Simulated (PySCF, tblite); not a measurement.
# C5H11AlF2O: geometry, infrared bands and NMR shifts

What infrared bands and NMR shifts should C5H11AlF2O (`FC(F)[C@@H]1CCC[O+]1[AlH3-]`) show?

Programs: tblite 0.8.0 and PySCF 2.14.0, with density-fitted response routines of our own. Each step states its level of theory. These are calculated values for one molecule in the gas phase, unless marked as measured. Atoms count from 0, in the outputs and in this text.

## Step 1: The starting structure

20 atoms, charge 0, multiplicity 1; geometry from: force field or distance geometry start.

Bonds of the start (Å): F0–C1 1.38, C1–F2 1.37, C1–C3 1.54, C3–C4 1.53, C4–C5 1.51, C5–C6 1.52, C6–O7 1.41, O7–Al8 1.88, O7–C3 1.42, C1–H9 1.11, C3–H10 1.12, C4–H11 1.11, C4–H12 1.11, C5–H13 1.11, C5–H14 1.12, C6–H15 1.10, C6–H16 1.12, Al8–H17 1.59, Al8–H18 1.59, Al8–H19 1.60.

## Step 2: Optimising the geometry with GFN2-xTB

The job: settings as JSON, then the geometry in Å.

```
{"job": {"kind": "relax", "xc": "GFN2-xTB", "basis": "xTB"}, "charge": 0, "multiplicity": 1}
F     -1.708800    -2.580400     0.331600
C     -0.770500    -1.899700    -0.422800
F     -1.273000    -1.617500    -1.660700
C     -0.342600    -0.606200     0.297900
C     -1.542700     0.310800     0.562000
C     -1.105100     1.648300     0.010800
C      0.387400     1.472800    -0.196400
O      0.601600     0.108000    -0.482300
Al     2.387400    -0.389600    -0.164400
H      0.109200    -2.571200    -0.534300
H      0.077400    -0.891800     1.301400
H     -1.755000     0.385200     1.646300
H     -2.473400    -0.019800     0.047100
H     -1.590400     1.847000    -0.965900
H     -1.322800     2.485900     0.724100
H      0.730800     2.103600    -1.026800
H      0.908700     1.794600     0.745600
H      2.684500    -0.319000     1.400900
H      2.633200    -1.869800    -0.684600
H      3.359000     0.619500    -0.932500
```

Run with:

```console
> OMP_NUM_THREADS=1 python probes_run.py task.json out
```

The driver reads the jobs from task.json and runs them one after another.

**Question.** This job is followed by: GFN2-xTB harmonic vibrations, gas phase; GIAO PBE0/pcSseg-1 NMR shielding, non-relativistic, gas phase. Predict these results of the whole session: strongest single infrared mode (GFN2-xTB); zero-point energy (GFN2-xTB); ¹³C shifts against TMS (PBE0/pcSseg-1); ¹H shifts against TMS (PBE0/pcSseg-1, means over atoms taken as alike); ¹⁹F shifts against CFCl3 (PBE0/pcSseg-1); ¹⁷O shifts against H2O (PBE0/pcSseg-1); ²⁷Al shifts against AlH4- (PBE0/pcSseg-1).

As calculated:

| quantity | value |
| --- | --- |
| strongest single infrared mode (GFN2-xTB) | 787 cm⁻¹, 807 km/mol |
| zero-point energy (GFN2-xTB) | 91.9 kcal/mol |
| ¹³C shifts against TMS (PBE0/pcSseg-1) | 120.5, 82.9, 75.0, 28.7, 25.8 ppm |
| ¹H shifts against TMS (PBE0/pcSseg-1, means over atoms taken as alike) | 6.50, 4.67, 4.51, 4.24, 4.04, 2.51, 2.27, 2.18, 1.97 ppm |
| ¹⁹F shifts against CFCl3 (PBE0/pcSseg-1) | -144.0, -153.3 ppm |
| ¹⁷O shifts against H2O (PBE0/pcSseg-1) | 55.1 ppm |
| ²⁷Al shifts against AlH4- (PBE0/pcSseg-1) | 78.1 ppm |

The optimisation took 184 steps and gained 0.827 eV; among the close pairs (by a distance rule), C6–H16 changed most, from 1.124 to 1.091 Å. No mode is imaginary among the 54: a minimum at this level. The strongest single mode, at 787 cm⁻¹, has its largest shares on H18, H17 and H19 (the list is cut at 3 atoms). GFN2-xTB is a fitted tight-binding method: band positions and strengths are rough. Its intensities can rank the bands wrongly. H9 (hydrogen on an sp3 CH bonded to 2 F) lies farthest downfield among hydrogen, at 6.50 ppm; its carbon carries F, which withdraws density.
